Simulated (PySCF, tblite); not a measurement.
**C5H11NOSi: geometry, infrared bands and NMR shifts**

What infrared bands and NMR shifts should C5H11NOSi (`[H]/N=C/[C@@H](C)C(=O)C[SiH3]`) show?

The runs use tblite 0.8.0 and PySCF 2.14.0, with density-fitted response routines of our own; the level of theory stands in each step. All values are computed, except where a source is named. Atoms count from 0, in the outputs and in this text.

### Step 1. The molecule as given

19 atoms, charge 0, multiplicity 1; geometry from: force field or distance geometry start.

Bonds of the start (Å): C0–C1 1.52, C1–C2 1.49, C2–N3 1.29, C1–C4 1.51, C4–O5 1.24, C4–C6 1.51, C6–Si7 1.85, C0–H8 1.10, C0–H9 1.09, C0–H10 1.09, C1–H11 1.11, C2–H12 1.10, N3–H13 1.02, C6–H14 1.09, C6–H15 1.11, Si7–H16 1.48, Si7–H17 1.49, Si7–H18 1.48.

### Step 2. Optimising the geometry with GFN2-xTB

Job settings and geometry (Å):

```
{"job": {"kind": "relax", "xc": "GFN2-xTB", "basis": "xTB"}, "charge": 0, "multiplicity": 1}
C     -1.328900    -1.551000    -0.405600
C     -1.060500    -0.260200     0.354400
C     -2.187900     0.692700     0.166400
N     -2.974000     1.029100     1.134800
C      0.262300     0.326100    -0.093400
O      0.307200     1.055300    -1.095200
C      1.490700    -0.053600     0.696100
Si     3.122300     0.623800     0.134200
H     -2.279300    -1.999500    -0.083300
H     -1.412100    -1.361400    -1.478000
H     -0.544500    -2.285700    -0.250600
H     -0.986500    -0.488800     1.437300
H     -2.368700     1.103500    -0.840400
H     -3.686500     1.678600     0.809300
H      1.544200    -1.142100     0.706400
H      1.314900     0.271000     1.743800
H      3.141700     2.106300     0.185800
H      3.452100     0.132000    -1.234000
H      4.183700     0.132900     1.045900
```

The run is started by

```sh
OMP_NUM_THREADS=1 python probes_run.py task.json out
```

This one command runs all jobs of the session in turn.

**Question.** This job is followed by: GFN2-xTB harmonic vibrations, gas phase; GIAO PBE0/pcSseg-1 NMR shielding, non-relativistic, gas phase. What will the session give for the following? strongest single infrared mode (GFN2-xTB); zero-point energy (GFN2-xTB); 13C shifts against TMS (PBE0/pcSseg-1); 1H shifts against TMS (PBE0/pcSseg-1, means over atoms taken as alike); 15N shifts against NH3 (PBE0/pcSseg-1); 17O shifts against H2O (PBE0/pcSseg-1); 29Si shifts against TMS (PBE0/pcSseg-1).

**Answer**, as computed:

```
                                                              quantity                                          value
                             strongest single infrared mode (GFN2-xTB)                          1718 cm⁻¹, 317 km/mol
                                          zero-point energy (GFN2-xTB)                                  91.5 kcal/mol
                                13C shifts against TMS (PBE0/pcSseg-1)             212.1, 180.6, 64.2, 26.9, 14.0 ppm
1H shifts against TMS (PBE0/pcSseg-1, means over atoms taken as alike)  11.13, 8.04, 3.84, 3.47, 3.36, 2.07, 1.26 ppm
                                15N shifts against NH3 (PBE0/pcSseg-1)                                      366.3 ppm
                                17O shifts against H2O (PBE0/pcSseg-1)                                      652.7 ppm
                               29Si shifts against TMS (PBE0/pcSseg-1)                                      -66.8 ppm
```

The optimisation took 277 steps and gained 0.380 eV; among the close pairs (by a distance rule), C6–Si7 changed most, from 1.854 to 1.917 Å. All 51 modes are real, so the xTB geometry is a minimum. The strongest single mode, at 1718 cm⁻¹, moves mainly C2 and N3. GFN2-xTB is a fitted tight-binding method: band positions and strengths are rough. Its intensities can rank the bands wrongly. At PBE0/pcSseg-1: The largest span, 1284 ppm, is at O5, where the paramagnetic term is -719 ppm.
